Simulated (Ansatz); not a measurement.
**GaAs: a single-point run**

Wanted: a converged single-point run for GaAs, and a check of what comes out. The structure is shown as the input types it.

Program: Ansatz 0.2.0. Level of theory: density functional or hybrid calculation with the settings of its input, plane waves (as first typed). These are calculated values, not measurements.

1 further run of the same task is left out (it didn't finish).

## Step 1: The system as given

Symmetry: F-43m, No. 216, cubic system. Conventional cell: a = 5.666 Å, b = 5.666 Å, c = 5.666 Å, α = 90.00°, β = 90.00°, γ = 90.00°. Around Ga (site symmetry -43m) lie 4 As at 2.45 Å. As (site symmetry -43m) has 4 Ga at 2.45 Å as nearest neighbours.

Coordinates:

```
CELL_PARAMETERS angstrom
0.00000 2.83308 2.83308
2.83308 0.00000 2.83308
2.83308 2.83308 0.00000
ATOMIC_POSITIONS crystal
Ga 0.00000 0.00000 0.00000
As 0.25000 0.25000 0.25000
```

## Step 2: The calculation

Input file input.yaml:

```yaml
crystal:
  lattice:
    - [0.0, 2.8330831934, 2.8330831934]
    - [2.8330831934, 0.0, 2.8330831934]
    - [2.8330831934, 2.8330831934, 0.0]
  atoms:
    - { symbol: Ga, position: [0.0, 0.0, 0.0] }
    - { symbol: As, position: [0.25, 0.25, 0.25] }
kpoints:
  mp_grid: { grid: [6, 6, 6] }
hamiltonian:
  xc: pbe
scf:
  occupations: { method: fixed }
  n_extra_bands: 4
  max_iter: 86
output:
  forces: true
  stress: true
  eigenvalues: true
basis:
  ecutwfc: 80
```

On the command line:

```
$ ansatz run input.yaml --threads 4 --pin off --max-ram 3686MiB --backend cpu --events-out ev --progress --plain --runs-dir out
```

What happens when this is run?

This run ends as converged, with warnings (band overlap at count, cutoff below recommended, metallic iterate). It gives a pressure of -201 GPa, which is large.

In the input, basis.ecutwfc is 80. With so few plane waves the basis is incomplete by a wide margin. The potentials' recommended cutoff is 420 eV.

The test: delete basis.ecutwfc (the default then holds).
